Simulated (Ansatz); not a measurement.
**NaGe+ (triplet): wave-function methods side by side at distance Ge1–Na2 = 5.963 Å, aug-cc-pVTZ**

An exercise on one series of results from a longer session: the logs are not shown, and one member is left open.

Program: Ansatz 0.2.0, Gaussian basis. Level of theory: aug-cc-pVTZ, core rule «outside noble gas», up to 19 orbitals frozen. These are calculated values, not measurements.

Plan: UHF; CCSD(T) on ROHF; CCSD(T) on UHF; BCCD(T) on ROHF; CCSDT(Q) on ROHF; CCSDT(Q) on UHF; Full CI.

53 further runs of the same task are left out: 29 for a known fault of the program, 18 that didn't finish, 6 set aside as unsound or not needed.

## The system

The geometry derives from a PBE0/def2-TZVP stationary point (not a proven minimum). One bond is set to the value named and the two fragments are kept rigid. No spin-orbit coupling is included. The filled d shell of Ge may be among the frozen orbitals whatever the setting's name suggests; the logs give the count.

2 atoms, charge 1, spin multiplicity 3.

Atoms are counted from 1 here; the program's logs count them from 0.

No contacts short enough for the rule that draws bonds.

Set-up of the first run:

in.yaml

```yaml
crystal:
  periodic: [false, false, false]
  atoms:
    - {symbol: Ge, position_ang: [0.000000, 0.000000, 0.000000]}
    - {symbol: Na, position_ang: [0.000000, 0.000000, 5.963000]}
basis:
  gaussian: {orbitals: aug-cc-pVTZ}
total_charge: 1
magnetization: {spin_polarized: true, initial_magnetization: 2}
hamiltonian: {xc: hf}
output: {orbitals: {seedname: orbitals}}
```

Launch:

```sh
> ansatz run in.yaml --threads 1 --pin off --events-out ev --progress --plain --max-ram 2393MiB
```

Among the steps run: UHF; CCSD(T) on ROHF; CCSD(T) on UHF; BCCD(T) on ROHF; CCSDT(Q) on ROHF; CCSDT(Q) on UHF; Full CI.

One table of the session follows, with a row left open; its other results are not shown here.

It belongs to the step «Misses and costs». 

```
   method  from FCI (kJ/mol)
     ROHF             +187.5
      UHF             +177.4
     RMP2              +44.9
     UMP2              +44.5
    RCCSD               +7.0
    UCCSD                  ?
 RCCSD(T)               +1.5
 UCCSD(T)               +0.5
  BCCD(T)               +1.6
   RCCSDT               +0.1
   UCCSDT               -0.9
RCCSDT(Q)                0.0
UCCSDT(Q)               -1.0
      FCI                  0
```

Q: Estimate the row for UCCSD from the others.

**Answer.** from FCI (kJ/mol): +5.7. In the column «from FCI (kJ/mol)» it lies between BCCD(T) (+1.6) and RCCSD (+7.0).

To keep in mind: UCCSDT, UCCSDT(Q) fall below full CI: unrestricted runs freeze a spin-polarised core, another one than full CI's, and coupled cluster isn't variational. Levels on UHF freeze UHF's core orbitals, full CI those of ROHF, so the U rows can settle a little off it for that reason alone. Restricted and unrestricted rows rest on different reference determinants; where their highest levels disagree by more than a few hundredths of an eV, they describe different states and don't form one ladder.
